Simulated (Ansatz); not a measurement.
# NbGaSe3: the cost of one run

Computed with Ansatz 0.2.0 (DFT PBE, scalar-relativistic, plane waves, PAW, unless a step's input says otherwise).

1 further run of the same task is left out (set aside as unsound or not needed).

**1. Starting point**

It takes space group P6/mmm (No. 191, hexagonal). Conventional cell: a = 5.694 Å, b = 5.694 Å, c = 5.085 Å, α = 90.00°, β = 90.00°, γ = 120.00°. Nb (site symmetry 6/mmm) is surrounded by 2 Ga at 2.54 Å. Ga (site symmetry 6/mmm) is surrounded by 2 Nb at 2.54 Å and 6 Se at 2.85 Å. Around Se (site symmetry mmm) lie 2 Ga at 2.85 Å and 4 Se at 2.85 Å.

Coordinates:

```cif
data_structure
_symmetry_space_group_name_H-M 'P 1'
_symmetry_Int_Tables_number 1
_cell_length_a 5.6942
_cell_length_b 5.6942
_cell_length_c 5.0852
_cell_angle_alpha 90.000
_cell_angle_beta 90.000
_cell_angle_gamma 120.000
_cell_volume 142.79
loop_
_atom_site_label
_atom_site_type_symbol
_atom_site_fract_x
_atom_site_fract_y
_atom_site_fract_z
_atom_site_occupancy
Nb1 Nb 0.00000 0.00000 0.50000 1
Ga1 Ga 0.00000 0.00000 0.00000 1
Se1 Se 0.50000 0.00000 0.00000 1
Se2 Se 0.00000 0.50000 0.00000 1
Se3 Se 0.50000 0.50000 0.00000 1
```

It is the end of an earlier relaxation with the same method, from a generated guess; it needn't be the stable form of this composition. At a tolerance of 0.05 Å it has space group P6/mmm (No. 191); it has 28.56 Å³/atom, an uncorrected energy of +0.99 eV/atom over the elements.

**2. Static run: bands, density of states and charges**

input.yaml

```yaml
crystal:
  lattice:
    - [5.6942363364, 0.0, 0.0]
    - [-2.8471181682, 4.9313533225, 0.0]
    - [0.0, 0.0, 5.0852056895]
  atoms:
    - { symbol: Nb, position: [0.0, 0.0, 0.5], spin: 1.86 }
    - { symbol: Ga, position: [0.0, 0.0, 0.0] }
    - { symbol: Se, position: [0.5, 0.0, 0.0], spin: -0.11 }
    - { symbol: Se, position: [0.0, 0.5, 0.0], spin: -0.11 }
    - { symbol: Se, position: [0.5, 0.5, 0.0], spin: -0.11 }
basis:
  ecutwfc: 420
kpoints:
  mp_grid: { grid: [12, 12, 8] }
  band_path:
    path:
      - [[0.0, 0.0, 0.0], [0.5, 0.0, 0.0], [0.33333333, 0.33333333, 0.0], [0.0, 0.0, 0.0], [0.0, 0.0, 0.5], [0.5, 0.0, 0.5], [0.33333333, 0.33333333, 0.5], [0.0, 0.0, 0.5]]
      - [[0.5, 0.0, 0.5], [0.5, 0.0, 0.0]]
      - [[0.33333333, 0.33333333, 0.5], [0.33333333, 0.33333333, 0.0]]
    npoints: 14
hamiltonian:
  xc: pbe
scf:
  occupations: { method: gaussian, width: 0.1 }
  n_extra_bands: 12
output:
  forces: true
  stress: true
  eigenvalues: true
  populations: true
  dos: { projected: true, de: 0.02, nscf_kmesh: { grid: [15, 15, 10] } }
  bader: true
  write_density: true
  write_potential: true
  elf: true
  volumetric_format: npy
magnetization:
  spin_polarized: true
checkpoint:
  read: start.run
  write: ck
  compress: false
  write_wavefunctions: false
  write_every: 100000
```

Command:

```sh
> ansatz run input.yaml --threads 1 --pin off --max-ram 2560MiB --backend cpu --events-out ev --progress --plain --runs-dir out
```

Q: Estimate wall time and peak memory on 1 thread of Intel Xeon 6975P-C (Granite Rapids), shared host.

About 1.8 min, with a peak of 1.2 GiB.
